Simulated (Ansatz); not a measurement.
NaLaMnMoO6:

```xyz
20
Lattice="5.4052 0.0014 0.0015 0.0746 5.4046 -0.0118 0.0304 -0.0143 8.2208" Properties=species:S:1:pos:R:3 pbc="T T T"
Na    2.7815    2.7347    2.0499
Na    2.7288    2.6570    6.1606
La    0.0738    0.0631    2.0551
La    5.4365    5.3286    6.1553
Mn    2.7026    0.0007    0.0007
Mn    0.0525    2.6951    4.1045
Mo    0.0373    2.7023   -0.0059
Mo    2.7178   -0.0065    4.1111
O     5.1705    2.9313    1.9060
O     0.3397    2.4604    6.3045
O     1.5424    1.5135    0.3942
O     3.9679    3.8782    7.8163
O     1.1984    4.3047    8.2077
O     4.3118    1.0870    0.0027
O     2.4937    0.2699    6.0216
O     3.0165    5.1218    2.1889
O     1.1608    4.2891    4.0933
O     4.3495    1.1026    4.1172
O     1.5486    1.5136    3.7103
O     3.9617    3.8780    4.5001
```

The cell was built by a generator and needn't be a form met in nature.

- Program: Ansatz 0.2.0
- Task: relaxation of cell and atoms
- Functional: PBEsol
- Potentials or basis: Ansatz PAW
- Cutoff: 420 eV (not typed: the program's choice for these potentials)
- k mesh: 4 × 4 × 3
- Occupations: fermi-dirac, width 0.05 eV
- Spin: collinear spin, ferromagnetic start
- Starting moments: [0.0, 0.0, 0.0, 0.0, 4.0, 4.0, 1.0, 1.0, 0.0, 0.0, 0.0, 0.0, 0.0, 0.0, 0.0, 0.0, 0.0, 0.0, 0.0, 0.0] μB

At the start: volume 12.01 Å³/atom.

Question: Where does the relaxation end?

Answer: It ends after 16 steps and the volume is 11.17 Å³/atom (-7.0 %); space group C2/c (No. 15, to 0.05 Å); moment 3.13 μB per cell.

Step by step:
| step | energy change (eV) | largest force (eV/Å) | volume (Å³) |
| --- | --- | --- | --- |
| 1 | 0.0000 | 0.2049 | 240.15 |
| 2 | -0.2109 | 0.3539 | 231.09 |
| 3 | -0.2472 | 0.1668 | 230.50 |
| 4 | -0.2575 | 0.0641 | 230.12 |
| 5 | -0.2618 | 0.0571 | 229.95 |
| 6 | -0.2786 | 0.1332 | 229.26 |
| 7 | -0.3758 | 0.2789 | 227.01 |
| 8 | -0.4677 | 0.2104 | 225.17 |
| 9 | -0.4765 | 0.2076 | 225.00 |
| 10 | -0.5046 | 0.0306 | 223.99 |
| 11 | -0.5058 | 0.0103 | 223.82 |
| 12 | -0.5058 | 0.0099 | 223.81 |
| 13 | -0.4700 | 0.0098 | 223.81 |
| 14 | -0.4726 | 0.0066 | 223.36 |
| 15 | -0.4724 | 0.0020 | 223.40 |
| 16 | -0.4706 | 0.0020 | 223.40 |

Final structure:
```xyz
20
Lattice="5.4018 -0.0037 -0.0076 0.0694 5.4014 -0.0030 0.0168 -0.0020 7.6565" Properties=species:S:1:pos:R:3 pbc="T T T"
Na    2.7600    2.7180    1.9088
Na    2.7281    2.6776    5.7371
La    0.0286    0.0234    1.9141
La    5.4595    5.3722    5.7319
Mn    2.7009   -0.0019   -0.0038
Mn    0.0431    2.6997    3.8268
Mo    0.0347    2.7007   -0.0015
Mo    2.7093   -0.0029    3.8245
O     5.2203    2.8821    1.9233
O     0.2678    2.5136    5.7227
O     1.4593    1.4106    0.2962
O     4.0287    3.9851    7.3497
O     1.2815    4.2274    7.6511
O     4.2066    1.1682   -0.0051
O     2.5313    0.2199    5.7567
O     2.9568    5.1758    1.8892
O     1.2334    4.1894    3.8233
O     4.2547    1.2062    3.8227
O     1.4381    1.4386    3.5264
O     4.0500    3.9571    4.1195
```

Caveat: the plane-wave basis is chosen anew once the cell has moved, so the energies of steps on either side of that aren't comparable; the pressure holds a Pulay correction of +0.7 GPa for the finite cutoff; only a ferromagnetic start was run, and an antiferromagnetic order may lie lower in energy; the PAW data sets come from PBE, with cores solved anew for the run's functional, which leaves a small shift of forces and pressure; the starting moments weren't kept.
